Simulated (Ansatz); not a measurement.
# GeH₄F (doublet): B2PLYP, RPA-PBE over a scan of the distance Ge1–H5 along a hydrogen transfer, cc-pVDZ

How well do these functionals follow the top wave-function level for GeH₄F (doublet) over a scan of the distance Ge1–H5 along a hydrogen transfer?

The runs use Ansatz 0.2.0, Gaussian basis; cc-pVDZ, all electrons in the functionals, frozen cores in the correlation of double hybrids and RPA.

Plan: B2PLYP, RPA-PBE, at 1.534 Å; 1.625 Å; 1.806 Å; 1.987 Å; 2.168 Å.

### 1 What is computed

The geometry derives from fragments relaxed apart (PBE0/def2-TZVP) and kept rigid, so it is no stationary point. A hydrogen atom is moved between rigid fragments. No spin-orbit coupling is included. The filled d shell of Ge may be among the frozen orbitals whatever the setting's name suggests; the logs give the count.

6 atoms, charge 0, spin multiplicity 2.

Atoms are counted from 1 here; the program's logs count them from 0.

Bond lengths: Ge1–H2 1.534 Å, Ge1–H3 1.534 Å, Ge1–H4 1.534 Å, Ge1–H5 1.534 Å. Angles: H2–Ge1–H3 109.5°, H2–Ge1–H4 109.5°, H2–Ge1–H5 109.5°, H3–Ge1–H4 109.5°, H3–Ge1–H5 109.5°, H4–Ge1–H5 109.5°.

As a file:

```
atom    x (Å)    y (Å)    z (Å)
 Ge1  -0.6093   0.0000   0.0000
  H2  -1.1207   1.4466   0.0000
  H3  -1.1207  -0.7233   1.2528
  H4  -1.1207  -0.7233  -1.2528
  H5   0.9251   0.0000   0.0000
  F6   2.4587   0.0000   0.0000
```

No dispersion term is added.

The geometry shown and the zero of energy belong to the point 1.534 Å. The yardstick, UCCSDT(Q), and other wave-function levels (R restricted, U unrestricted, valence and pair active spaces) come from earlier runs.

### 2 B2PLYP, 1.534 Å

in.yaml

```yaml
crystal:
  periodic: [false, false, false]
  atoms:
    - {symbol: Ge, position_ang: [-0.609251, 0.000000, 0.000000]}
    - {symbol: H, position_ang: [-1.120701, 1.446599, 0.000000]}
    - {symbol: H, position_ang: [-1.120700, -0.723300, 1.252792]}
    - {symbol: H, position_ang: [-1.120701, -0.723299, -1.252792]}
    - {symbol: H, position_ang: [0.925099, 0.000000, 0.000000]}
    - {symbol: F, position_ang: [2.458749, 0.000000, 0.000000]}
basis:
  gaussian: {orbitals: cc-pVDZ}
magnetization: {spin_polarized: true, initial_magnetization: 1}
hamiltonian: {xc: {name: B2PLYP}}
correlation: {electrons: outside_noble_gas}
```

Launch:

```console
> ansatz run in.yaml --threads 1 --pin off --events-out ev --progress --plain --max-ram 2816MiB --backend cpu
```

Log:

```text
Functional definition: B2PLYP
  name "B2PLYP"
  cite "Grimme, J. Chem. Phys. 124, 034108 (2006) doi:10.1063/1.2148954"
  cite "Becke, Phys. Rev. A 38, 3098 (1988) doi:10.1103/PhysRevA.38.3098"
  cite "Lee, Yang & Parr, Phys. Rev. B 37, 785 (1988) doi:10.1103/PhysRevB.37.785"
  parameter a = 0.53
  parameter c = 0.27
  exchange = (1 - a)*b88_x + a*exact_x
  correlation = (1 - c)*lyp_c + c*(mp2_os + mp2_ss)
624 factors; integrals over basis functions are off by at most 1.2e-3 eV
mean field evaluation 1: about -59276.9521 eV, gradient 2.3e1 eV
mean field evaluation 2: about -59276.9606 eV, gradient 2.3e1 eV
mean field evaluation 4: about -59279.8389 eV, gradient 5.6e0 eV
mean field evaluation 8: about -59280.1066 eV, gradient 4.5e-1 eV
mean field evaluation 16: about -59280.1088 eV, gradient 2.3e-4 eV
mean field evaluation 32: about -59279.5464 eV, gradient 6.0e0 eV
mean field -59280.10880716 eV, -2178.5038171623 hartree, gradient 6.1e-6 eV, S^2 0.759888; 6 other end points of the search recorded, 0 dependent functions left out
15 core orbitals not correlated: weight in the atoms' cores, before any rotation towards them, 0.998 or more for the frozen orbitals, at most 0.001 for the correlated occupied ones
reference -59280.10893285 eV, -2178.5038217812 hartree; 8, 7 occupied and 38, 39 virtual orbitals, 624 factors
second order -8.98654999 eV of doubles, -0.00000000 eV of singles
Total energy: -59282.53530135 eV, -2178.5929891789 hartree
```

It took 6 s on 1 thread of AMD EPYC 7R13, shared host.

From the report: ⟨S²⟩ of the determinant 0.760 (pure doublet: 0.75).

### 3 B2PLYP, 1.625 Å

in.yaml

```yaml
crystal:
  periodic: [false, false, false]
  atoms:
    - {symbol: Ge, position_ang: [-0.610206, 0.000000, 0.000000]}
    - {symbol: H, position_ang: [-1.121656, 1.446599, 0.000000]}
    - {symbol: H, position_ang: [-1.121655, -0.723300, 1.252792]}
    - {symbol: H, position_ang: [-1.121656, -0.723299, -1.252792]}
    - {symbol: H, position_ang: [1.014794, 0.000000, 0.000000]}
    - {symbol: F, position_ang: [2.457794, 0.000000, 0.000000]}
basis:
  gaussian: {orbitals: cc-pVDZ}
magnetization: {spin_polarized: true, initial_magnetization: 1}
hamiltonian: {xc: {name: B2PLYP}}
correlation: {electrons: outside_noble_gas}
```

Same command.

Log, cut to the lines that bear on the results:

```text
Functional definition: B2PLYP
  name "B2PLYP"
  cite "Grimme, J. Chem. Phys. 124, 034108 (2006) doi:10.1063/1.2148954"
  cite "Becke, Phys. Rev. A 38, 3098 (1988) doi:10.1103/PhysRevA.38.3098"
  cite "Lee, Yang & Parr, Phys. Rev. B 37, 785 (1988) doi:10.1103/PhysRevB.37.785"
[...]
624 factors; integrals over basis functions are off by at most 1.3e-3 eV
[...]
mean field -59280.15880919 eV, -2178.5056547028 hartree, gradient 5.8e-6 eV, S^2 0.765625; 6 other end points of the search recorded, 0 dependent functions left out
15 core orbitals not correlated: weight in the atoms' cores, before any rotation towards them, 0.999 or more for the frozen orbitals, at most 0.001 for the correlated occupied ones
reference -59280.15893507 eV, -2178.5056593288 hartree; 8, 7 occupied and 38, 39 virtual orbitals, 624 factors
second order -9.27135790 eV of doubles, -0.00000000 eV of singles
Total energy: -59282.66220170 eV, -2178.5976526808 hartree
```

Run time: 6 s. Hardware: 1 thread of AMD EPYC 7R13, shared host.

From the report: ⟨S²⟩ of the determinant 0.766 (pure doublet: 0.75).

From 1.534 Å: -2.9 kcal/mol.

### 4 B2PLYP, 1.806 Å

in.yaml

```yaml
crystal:
  periodic: [false, false, false]
  atoms:
    - {symbol: Ge, position_ang: [-0.612113, 0.000000, 0.000000]}
    - {symbol: H, position_ang: [-1.123563, 1.446599, 0.000000]}
    - {symbol: H, position_ang: [-1.123562, -0.723300, 1.252792]}
    - {symbol: H, position_ang: [-1.123563, -0.723299, -1.252792]}
    - {symbol: H, position_ang: [1.193887, 0.000000, 0.000000]}
    - {symbol: F, position_ang: [2.455887, 0.000000, 0.000000]}
basis:
  gaussian: {orbitals: cc-pVDZ}
magnetization: {spin_polarized: true, initial_magnetization: 1}
hamiltonian: {xc: {name: B2PLYP}}
correlation: {electrons: outside_noble_gas}
```

Same command.

Log, cut to the lines that bear on the results:

```text
Functional definition: B2PLYP
  name "B2PLYP"
  cite "Grimme, J. Chem. Phys. 124, 034108 (2006) doi:10.1063/1.2148954"
  cite "Becke, Phys. Rev. A 38, 3098 (1988) doi:10.1103/PhysRevA.38.3098"
  cite "Lee, Yang & Parr, Phys. Rev. B 37, 785 (1988) doi:10.1103/PhysRevB.37.785"
[...]
624 factors; integrals over basis functions are off by at most 1.2e-3 eV
[...]
mean field -59280.37072005 eV, -2178.5134422835 hartree, gradient 6.5e-7 eV, S^2 0.770060; 0 other end points of the search recorded, 0 dependent functions left out
15 core orbitals not correlated: weight in the atoms' cores, before any rotation towards them, 0.999 or more for the frozen orbitals, at most 0.001 for the correlated occupied ones
reference -59280.37084612 eV, -2178.5134469164 hartree; 8, 7 occupied and 38, 39 virtual orbitals, 624 factors
second order -9.85460010 eV of doubles, -0.00000000 eV of singles
Total energy: -59283.03158815 eV, -2178.6112273825 hartree
```

Wall time 2.4 s (1 thread of AMD EPYC 7R13, shared host).

From the report: ⟨S²⟩ of the determinant 0.770 (pure doublet: 0.75).

From 1.534 Å: -11.4 kcal/mol.

### 5 B2PLYP, 1.987 Å

in.yaml

```yaml
crystal:
  periodic: [false, false, false]
  atoms:
    - {symbol: Ge, position_ang: [-0.614019, 0.000000, 0.000000]}
    - {symbol: H, position_ang: [-1.125469, 1.446599, 0.000000]}
    - {symbol: H, position_ang: [-1.125469, -0.723300, 1.252792]}
    - {symbol: H, position_ang: [-1.125469, -0.723299, -1.252792]}
    - {symbol: H, position_ang: [1.372981, 0.000000, 0.000000]}
    - {symbol: F, position_ang: [2.453981, 0.000000, 0.000000]}
basis:
  gaussian: {orbitals: cc-pVDZ}
magnetization: {spin_polarized: true, initial_magnetization: 1}
hamiltonian: {xc: {name: B2PLYP}}
correlation: {electrons: outside_noble_gas}
```

Same command.

Log, cut to the lines that bear on the results:

```text
Functional definition: B2PLYP
  name "B2PLYP"
  cite "Grimme, J. Chem. Phys. 124, 034108 (2006) doi:10.1063/1.2148954"
  cite "Becke, Phys. Rev. A 38, 3098 (1988) doi:10.1103/PhysRevA.38.3098"
  cite "Lee, Yang & Parr, Phys. Rev. B 37, 785 (1988) doi:10.1103/PhysRevB.37.785"
[...]
626 factors; integrals over basis functions are off by at most 1.9e-3 eV
[...]
mean field -59281.01822718 eV, -2178.5372377315 hartree, gradient 2.2e-6 eV, S^2 0.756131; 0 other end points of the search recorded, 0 dependent functions left out
15 core orbitals not correlated: weight in the atoms' cores, before any rotation towards them, 0.999 or more for the frozen orbitals, at most 0.001 for the correlated occupied ones
reference -59281.01835392 eV, -2178.5372423890 hartree; 8, 7 occupied and 38, 39 virtual orbitals, 626 factors
second order -9.93811169 eV of doubles, -0.00000000 eV of singles
Total energy: -59283.70164407 eV, -2178.6358514834 hartree
```

Run time: 2.2 s. Hardware: 1 thread of AMD EPYC 7R13, shared host.

From the report: ⟨S²⟩ of the determinant 0.756 (pure doublet: 0.75).

From 1.534 Å: -26.9 kcal/mol.

### 6 B2PLYP, 2.168 Å

in.yaml

```yaml
crystal:
  periodic: [false, false, false]
  atoms:
    - {symbol: Ge, position_ang: [-0.615926, 0.000000, 0.000000]}
    - {symbol: H, position_ang: [-1.127376, 1.446599, 0.000000]}
    - {symbol: H, position_ang: [-1.127376, -0.723300, 1.252792]}
    - {symbol: H, position_ang: [-1.127376, -0.723299, -1.252792]}
    - {symbol: H, position_ang: [1.552074, 0.000000, 0.000000]}
    - {symbol: F, position_ang: [2.452074, 0.000000, 0.000000]}
basis:
  gaussian: {orbitals: cc-pVDZ}
magnetization: {spin_polarized: true, initial_magnetization: 1}
hamiltonian: {xc: {name: B2PLYP}}
correlation: {electrons: outside_noble_gas}
```

Launched as before.

Log, cut to the lines that bear on the results:

```text
Functional definition: B2PLYP
  name "B2PLYP"
  cite "Grimme, J. Chem. Phys. 124, 034108 (2006) doi:10.1063/1.2148954"
  cite "Becke, Phys. Rev. A 38, 3098 (1988) doi:10.1103/PhysRevA.38.3098"
  cite "Lee, Yang & Parr, Phys. Rev. B 37, 785 (1988) doi:10.1103/PhysRevB.37.785"
[...]
626 factors; integrals over basis functions are off by at most 1.4e-3 eV
[...]
mean field -59281.43380669 eV, -2178.5525099968 hartree, gradient 2.0e-6 eV, S^2 0.752199; 0 other end points of the search recorded, 0 dependent functions left out
15 core orbitals not correlated: weight in the atoms' cores, before any rotation towards them, 0.999 or more for the frozen orbitals, at most 0.001 for the correlated occupied ones
reference -59281.43393535 eV, -2178.5525147251 hartree; 8, 7 occupied and 38, 39 virtual orbitals, 626 factors
second order -9.62057179 eV of doubles, -0.00000000 eV of singles
Total energy: -59284.03148974 eV, -2178.6479730880 hartree
```

It took 2.5 s on 1 thread of AMD EPYC 7R13, shared host.

From the report: ⟨S²⟩ of the determinant 0.752 (pure doublet: 0.75).

From 1.534 Å: -34.5 kcal/mol.

### 7 RPA-PBE, 1.534 Å

in.yaml

```yaml
crystal:
  periodic: [false, false, false]
  atoms:
    - {symbol: Ge, position_ang: [-0.609251, 0.000000, 0.000000]}
    - {symbol: H, position_ang: [-1.120701, 1.446599, 0.000000]}
    - {symbol: H, position_ang: [-1.120700, -0.723300, 1.252792]}
    - {symbol: H, position_ang: [-1.120701, -0.723299, -1.252792]}
    - {symbol: H, position_ang: [0.925099, 0.000000, 0.000000]}
    - {symbol: F, position_ang: [2.458749, 0.000000, 0.000000]}
basis:
  gaussian: {orbitals: cc-pVDZ}
magnetization: {spin_polarized: true, initial_magnetization: 1}
hamiltonian: {xc: {name: PBE}}
correlation: {method: rpa, electrons: outside_noble_gas}
```

Launched as before.

Log, cut to the lines that bear on the results:

```text
Functional definition: PBE
  name "PBE"
  cite "Perdew, Burke & Ernzerhof, Phys. Rev. Lett. 77, 3865 (1996) doi:10.1103/PhysRevLett.77.3865"
  parent pbe
[...]
624 factors; integrals over basis functions are off by at most 1.2e-3 eV
[...]
mean field -59284.84420960 eV, -2178.6778399923 hartree, gradient 4.8e-6 eV, S^2 0.751803; 5 other end points of the search recorded, 0 dependent functions left out
15 core orbitals not correlated: weight in the atoms' cores, before any rotation towards them, 0.998 or more for the frozen orbitals, at most 0.001 for the correlated occupied ones
reference -59237.80035323 eV, -2176.9490101581 hartree; 8, 7 occupied and 38, 39 virtual orbitals, 624 factors
Total energy: -59251.99199839 eV, -2177.4705434980 hartree
```

Run time: 5.5 s. Hardware: 1 thread of AMD EPYC 7R13, shared host.

From the report: ⟨S²⟩ of the determinant 0.752 (pure doublet: 0.75).

### 8 RPA-PBE, 1.625 Å

in.yaml

```yaml
crystal:
  periodic: [false, false, false]
  atoms:
    - {symbol: Ge, position_ang: [-0.610206, 0.000000, 0.000000]}
    - {symbol: H, position_ang: [-1.121656, 1.446599, 0.000000]}
    - {symbol: H, position_ang: [-1.121655, -0.723300, 1.252792]}
    - {symbol: H, position_ang: [-1.121656, -0.723299, -1.252792]}
    - {symbol: H, position_ang: [1.014794, 0.000000, 0.000000]}
    - {symbol: F, position_ang: [2.457794, 0.000000, 0.000000]}
basis:
  gaussian: {orbitals: cc-pVDZ}
magnetization: {spin_polarized: true, initial_magnetization: 1}
hamiltonian: {xc: {name: PBE}}
correlation: {method: rpa, electrons: outside_noble_gas}
```

The command is unchanged.

Log, cut to the lines that bear on the results:

```text
Functional definition: PBE
  name "PBE"
  cite "Perdew, Burke & Ernzerhof, Phys. Rev. Lett. 77, 3865 (1996) doi:10.1103/PhysRevLett.77.3865"
  parent pbe
[...]
624 factors; integrals over basis functions are off by at most 1.3e-3 eV
[...]
mean field -59285.03956054 eV, -2178.6850190066 hartree, gradient 4.1e-6 eV, S^2 0.752134; 5 other end points of the search recorded, 0 dependent functions left out
15 core orbitals not correlated: weight in the atoms' cores, before any rotation towards them, 0.998 or more for the frozen orbitals, at most 0.001 for the correlated occupied ones
reference -59237.80438261 eV, -2176.9491582349 hartree; 8, 7 occupied and 38, 39 virtual orbitals, 624 factors
Total energy: -59252.10092466 eV, -2177.4745464646 hartree
```

Wall time 4.2 s (1 thread of AMD EPYC 7R13, shared host).

From the report: ⟨S²⟩ of the determinant 0.752 (pure doublet: 0.75).

From 1.534 Å: -2.5 kcal/mol.

### 9 RPA-PBE, 1.806 Å

in.yaml

```yaml
crystal:
  periodic: [false, false, false]
  atoms:
    - {symbol: Ge, position_ang: [-0.612113, 0.000000, 0.000000]}
    - {symbol: H, position_ang: [-1.123563, 1.446599, 0.000000]}
    - {symbol: H, position_ang: [-1.123562, -0.723300, 1.252792]}
    - {symbol: H, position_ang: [-1.123563, -0.723299, -1.252792]}
    - {symbol: H, position_ang: [1.193887, 0.000000, 0.000000]}
    - {symbol: F, position_ang: [2.455887, 0.000000, 0.000000]}
basis:
  gaussian: {orbitals: cc-pVDZ}
magnetization: {spin_polarized: true, initial_magnetization: 1}
hamiltonian: {xc: {name: PBE}}
correlation: {method: rpa, electrons: outside_noble_gas}
```

Same command.

Log, cut to the lines that bear on the results:

```text
Functional definition: PBE
  name "PBE"
  cite "Perdew, Burke & Ernzerhof, Phys. Rev. Lett. 77, 3865 (1996) doi:10.1103/PhysRevLett.77.3865"
  parent pbe
[...]
624 factors; integrals over basis functions are off by at most 1.2e-3 eV
[...]
mean field -59285.42783935 eV, -2178.6992879899 hartree, gradient 6.8e-6 eV, S^2 0.752085; 1 other end points of the search recorded, 0 dependent functions left out
15 core orbitals not correlated: weight in the atoms' cores, before any rotation towards them, 0.999 or more for the frozen orbitals, at most 0.001 for the correlated occupied ones
reference -59238.03320707 eV, -2176.9575673786 hartree; 8, 7 occupied and 38, 39 virtual orbitals, 624 factors
Total energy: -59252.37687265 eV, -2177.4846873662 hartree
```

Run time: 3.3 s. Hardware: 1 thread of AMD EPYC 7R13, shared host.

From the report: ⟨S²⟩ of the determinant 0.752 (pure doublet: 0.75).

From 1.534 Å: -8.9 kcal/mol.

### 10 RPA-PBE, 1.987 Å

in.yaml

```yaml
crystal:
  periodic: [false, false, false]
  atoms:
    - {symbol: Ge, position_ang: [-0.614019, 0.000000, 0.000000]}
    - {symbol: H, position_ang: [-1.125469, 1.446599, 0.000000]}
    - {symbol: H, position_ang: [-1.125469, -0.723300, 1.252792]}
    - {symbol: H, position_ang: [-1.125469, -0.723299, -1.252792]}
    - {symbol: H, position_ang: [1.372981, 0.000000, 0.000000]}
    - {symbol: F, position_ang: [2.453981, 0.000000, 0.000000]}
basis:
  gaussian: {orbitals: cc-pVDZ}
magnetization: {spin_polarized: true, initial_magnetization: 1}
hamiltonian: {xc: {name: PBE}}
correlation: {method: rpa, electrons: outside_noble_gas}
```

Launched as before.

Log, cut to the lines that bear on the results:

```text
Functional definition: PBE
  name "PBE"
  cite "Perdew, Burke & Ernzerhof, Phys. Rev. Lett. 77, 3865 (1996) doi:10.1103/PhysRevLett.77.3865"
  parent pbe
[...]
626 factors; integrals over basis functions are off by at most 1.9e-3 eV
[...]
mean field -59285.94768485 eV, -2178.7183919594 hartree, gradient 9.9e-7 eV, S^2 0.751370; 0 other end points of the search recorded, 0 dependent functions left out
15 core orbitals not correlated: weight in the atoms' cores, before any rotation towards them, 0.999 or more for the frozen orbitals, at most 0.001 for the correlated occupied ones
reference -59238.90137761 eV, -2176.9894720575 hartree; 8, 7 occupied and 38, 39 virtual orbitals, 626 factors
Total energy: -59252.97224713 eV, -2177.5065669751 hartree
```

It took 3 s on 1 thread of AMD EPYC 7R13, shared host.

From the report: ⟨S²⟩ of the determinant 0.751 (pure doublet: 0.75).

From 1.534 Å: -22.6 kcal/mol.

### 11 RPA-PBE, 2.168 Å

in.yaml

```yaml
crystal:
  periodic: [false, false, false]
  atoms:
    - {symbol: Ge, position_ang: [-0.615926, 0.000000, 0.000000]}
    - {symbol: H, position_ang: [-1.127376, 1.446599, 0.000000]}
    - {symbol: H, position_ang: [-1.127376, -0.723300, 1.252792]}
    - {symbol: H, position_ang: [-1.127376, -0.723299, -1.252792]}
    - {symbol: H, position_ang: [1.552074, 0.000000, 0.000000]}
    - {symbol: F, position_ang: [2.452074, 0.000000, 0.000000]}
basis:
  gaussian: {orbitals: cc-pVDZ}
magnetization: {spin_polarized: true, initial_magnetization: 1}
hamiltonian: {xc: {name: PBE}}
correlation: {method: rpa, electrons: outside_noble_gas}
```

Same command.

Log, cut to the lines that bear on the results:

```text
Functional definition: PBE
  name "PBE"
  cite "Perdew, Burke & Ernzerhof, Phys. Rev. Lett. 77, 3865 (1996) doi:10.1103/PhysRevLett.77.3865"
  parent pbe
[...]
626 factors; integrals over basis functions are off by at most 1.4e-3 eV
[...]
mean field -59286.08609740 eV, -2178.7234785271 hartree, gradient 6.2e-6 eV, S^2 0.751289; 0 other end points of the search recorded, 0 dependent functions left out
15 core orbitals not correlated: weight in the atoms' cores, before any rotation towards them, 0.998 or more for the frozen orbitals, at most 0.001 for the correlated occupied ones
reference -59239.63097433 eV, -2177.0162842425 hartree; 8, 7 occupied and 38, 39 virtual orbitals, 626 factors
Total energy: -59253.30072497 eV, -2177.5186383130 hartree
```

Run time: 1.9 s. Hardware: 1 thread of AMD EPYC 7R13, shared host.

From the report: ⟨S²⟩ of the determinant 0.751 (pure doublet: 0.75).

From 1.534 Å: -30.2 kcal/mol.

### 12 Against the wave-function levels

The yardstick is UCCSDT(Q), where the cluster series has nearly closed. It comes from earlier runs at the same points. Energies in kcal/mol, counted from 1.534 Å; blanks weren't run or aren't comparable.

```
    level  1.534 Å  1.625 Å  1.806 Å  1.987 Å  2.168 Å
UCCSDT(Q)      0.0     -2.2    -10.9    -28.0    -37.5
   B2PLYP      0.0     -2.9    -11.4    -26.9    -34.5
  RPA-PBE      0.0     -2.5     -8.9    -22.6    -30.2
```

Largest miss and mean time a point (UCCSDT(Q) took 5.9 s a point; shared hosts):

```
  level  largest miss (kcal/mol)    where  time a point
 B2PLYP                     +3.0  2.168 Å         3.8 s
RPA-PBE                     +7.3  2.168 Å         3.6 s
```

### 13 Summary of results

```
                   quantity                    value
span of the UCCSDT(Q) curve            37.5 kcal/mol
       largest miss, B2PLYP  +3.0 kcal/mol (2.168 Å)
      largest miss, RPA-PBE  +7.3 kcal/mol (2.168 Å)
```

Of the functionals, B2PLYP keep the smallest largest miss at the points compared (at most 3.0 kcal/mol) and RPA-PBE strays most (7.3 kcal/mol, at 2.168 Å). Functionals and the yardstick converge differently with the basis, so part of each miss in cc-pVDZ is the basis.
